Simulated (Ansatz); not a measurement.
**GdO in Ansatz: the effect of functional**

GdO:

```
Gd O
1.0
     0.00000    2.70000    2.70000
     2.70000    0.00000    2.70000
     2.70000    2.70000    0.00000
Gd O
1 1
Cartesian
  0.0000 0.0000 0.0000
  4.0500 4.0500 4.0500
```

Alike in all runs:

```yaml
Program: Ansatz 0.2.0
Task: band structure
Potentials_or_basis: all-electron LAPW, scalar-relativistic
Cutoff: 328 eV (chosen from the basis error)
Basis_error_allowed: 0.001 eV/atom
k_mesh: 9 × 9 × 9
Occupations: fermi-dirac, width 0.05 eV
Spin: collinear spin, ferromagnetic start
Starting_moments: "[7.0, 0.0] μB"
```

```csv
functional,pressure (GPa),moment (μB)
PBE,?,?
LDA,-7.7,6.99
PBEsol,-4.5,7.50
```

**Question.** What does the run with functional PBE give?

**Answer.** Pressure -0.6 GPa; moment 7.54 μB.

Caveats: an open f shell can end in a state above the lowest; a cell with one magnetic atom can't hold antiferromagnetic order, which such compounds often take.
